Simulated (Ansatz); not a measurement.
# HoSbTe3: the cost of one run

Program: Ansatz 0.2.0. Level of theory: DFT PBE, scalar-relativistic, plane waves, PAW; 4f electrons in the core of a trivalent norm-conserving potential. These are calculated values, not measurements.

### Step 1. The structure to begin with

It takes space group Pm-3m (No. 221, cubic). The conventional cell has a = 5.390 Å, b = 5.390 Å, c = 5.390 Å, α = 90.00°, β = 90.00°, γ = 90.00°. Ho (site symmetry m-3m) has 6 Te at 2.70 Å in its first shell of neighbours. Sb (site symmetry m-3m) is surrounded by 12 Te at 3.81 Å. Te (site symmetry 4/mmm) has 2 Ho at 2.70 Å and 4 Sb at 3.81 Å in its first shell of neighbours.

As a file:

```xyz
5
Lattice="5.3905 0.0000 0.0000 0.0000 5.3905 0.0000 0.0000 0.0000 5.3905" Properties=species:S:1:pos:R:3 pbc="T T T"
Ho    2.6952    2.6952    2.6952
Sb    0.0000    0.0000    0.0000
Te    0.0000    2.6952    2.6952
Te    2.6952    0.0000    2.6952
Te    2.6952    2.6952    0.0000
```

The cell is invented: random cell by space group and Wyckoff sites (Pm-3m, No. 221). The dimensions are guesses.

### Step 2. The guess as it stands, on a coarse mesh

Input file input.yaml:

```yaml
crystal:
  lattice:
    - [5.39049706, 0.0, 0.0]
    - [0.0, 5.39049706, 0.0]
    - [0.0, 0.0, 5.39049706]
  atoms:
    - { symbol: Ho, position: [0.5, 0.5, 0.5] }
    - { symbol: Sb, position: [0.0, 0.0, 0.0] }
    - { symbol: Te, position: [0.0, 0.5, 0.5] }
    - { symbol: Te, position: [0.5, 0.0, 0.5] }
    - { symbol: Te, position: [0.5, 0.5, 0.0] }
basis:
  ecutwfc: 690
kpoints:
  mp_grid: { grid: [4, 4, 4] }
hamiltonian:
  xc: pbe
  pseudopotentials:
    kind: paw
    azcp: { Ho: "pseudopotentials/pbe/nc/lanthanide_3plus/Ho.nc.azcp" }
scf:
  occupations: { method: gaussian, width: 0.1 }
  lower_state_search: "off"
output:
  forces: true
  stress: true
  eigenvalues: true
```

Launch:

```sh
> ansatz run input.yaml --threads 1 --pin off --max-ram 2560MiB --backend cpu --events-out ev --progress --plain --runs-dir out
```

**Question.** How long does this run take on 1 thread of Intel Xeon at 2.50GHz (Skylake/Cascade Lake), shared host, and how much memory does it need?

About 24 s, with a peak of 0.53 GiB.
